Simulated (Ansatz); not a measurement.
# SbH2S− (SMILES [S-][SbH2]): one structure at several levels

Aim: energy, forces and dipole at a structure displaced at random from a GFN2-xTB minimum, from CCSD(T) and from density functionals.

Method: single points in def2-TZVPPD; program: Ansatz 0.2.0, Gaussian basis.

Correlated methods freeze the cores. Filled d shells of the heavier atoms are correlated. Core potentials replace the inner electrons past krypton, and spin-orbit coupling is left out.

## Step 1: Where the work starts

4 atoms, charge -1, spin multiplicity 1.

Atoms are counted from 1 here; the program's logs count them from 0.

Bond lengths: S1–Sb2 2.311 Å, Sb2–H3 1.796 Å, Sb2–H4 1.795 Å. Angles: S1–Sb2–H3 102.7°, S1–Sb2–H4 99.9°, H3–Sb2–H4 82.6°.

Geometry (Å):

```xyz
4
H2SSb
S    -1.8580    0.2845   -0.7288
Sb    0.3836   -0.2637   -0.6092
H     0.4849   -1.1727    0.9367
H     0.9776    1.0854    0.4142
```

## Step 2: CCSD(T)/def2-TZVPPD

Input file run/in.yaml:

```yaml
crystal:
  periodic: [false, false, false]
  atoms:
    - {symbol: S, position_ang: [-1.858000, 0.284500, -0.728800]}
    - {symbol: Sb, position_ang: [0.383600, -0.263700, -0.609200]}
    - {symbol: H, position_ang: [0.484900, -1.172700, 0.936700]}
    - {symbol: H, position_ang: [0.977600, 1.085400, 0.414200]}
basis:
  gaussian: {orbitals: "def2-TZVPPD.json"}
total_charge: -1
correlation: {method: ccsd_t}
output: {forces: true}
```

The basis file named in the input lies beside it (Basis Set Exchange, JSON).

No record of the launch command was kept for these runs.

## Step 3: PBE0-D4/def2-TZVPPD

Edit run/in.yaml of step 2 so:

```diff
@@ -10,3 +10,3 @@
 total_charge: -1
-correlation: {method: ccsd_t}
-output: {forces: true}
+hamiltonian: {xc: pbe0, dispersion: d4}
+output: {forces: true, orbitals: {seedname: orbitals}}
```

## Step 4: wB97M-V/def2-TZVPPD

Edit run/in.yaml of step 3 so:

```diff
@@ -10,3 +10,3 @@
 total_charge: -1
-hamiltonian: {xc: pbe0, dispersion: d4}
-output: {forces: true, orbitals: {seedname: orbitals}}
+hamiltonian: {xc: {name: wB97M-V}}
+output: {forces: true}
```

## Step 5: r2SCAN-D4/def2-TZVPPD

Edit run/in.yaml of step 4 so:

```diff
@@ -10,3 +10,3 @@
 total_charge: -1
-hamiltonian: {xc: {name: wB97M-V}}
+hamiltonian: {xc: r2scan, dispersion: d4}
 output: {forces: true}
```

## Step 6: PBE-D4/def2-TZVPPD

Edit run/in.yaml of step 5 so:

```diff
@@ -10,3 +10,3 @@
 total_charge: -1
-hamiltonian: {xc: r2scan, dispersion: d4}
+hamiltonian: {xc: pbe, dispersion: d4}
 output: {forces: true}
```

## Step 7: revPBE-D4/def2-TZVPPD

Edit run/in.yaml of step 6 so:

```diff
@@ -10,3 +10,3 @@
 total_charge: -1
-hamiltonian: {xc: pbe, dispersion: d4}
+hamiltonian: {xc: {name: revPBE}, dispersion: d4}
 output: {forces: true}
```

## Step 8: r2SCAN0-D4/def2-TZVPPD

Edit run/in.yaml of step 7 so:

```diff
@@ -10,3 +10,3 @@
 total_charge: -1
-hamiltonian: {xc: {name: revPBE}, dispersion: d4}
+hamiltonian: {xc: {name: r2SCAN0}, dispersion: d4}
 output: {forces: true}
```

(Steps that only read results are left out.)

**Question.** What will these runs give? Wanted: RMS force component; RMS force error; HOMO and LUMO, PBE0-D4; T1 diagnostic.

**Answer**, as computed:

```
              quantity                                                                                                value
   RMS force component                                                                 0.330 to 0.499 eV/Å over the methods
       RMS force error  PBE0-D4 0.127, wB97M-V 0.084, r2SCAN-D4 0.149, PBE-D4 0.262, revPBE-D4 0.286, r2SCAN0-D4 0.136 eV/Å
HOMO and LUMO, PBE0-D4                                                                                    -0.77 and 3.77 eV
         T1 diagnostic                                                                                                0.015
```

In words: The forces of wB97M-V come nearest to CCSD(T), those of revPBE-D4 are farthest. Frozen-core CCSD(T) forces in triple zeta carry basis errors of their own, and this is one geometry, so small gaps rank nothing.
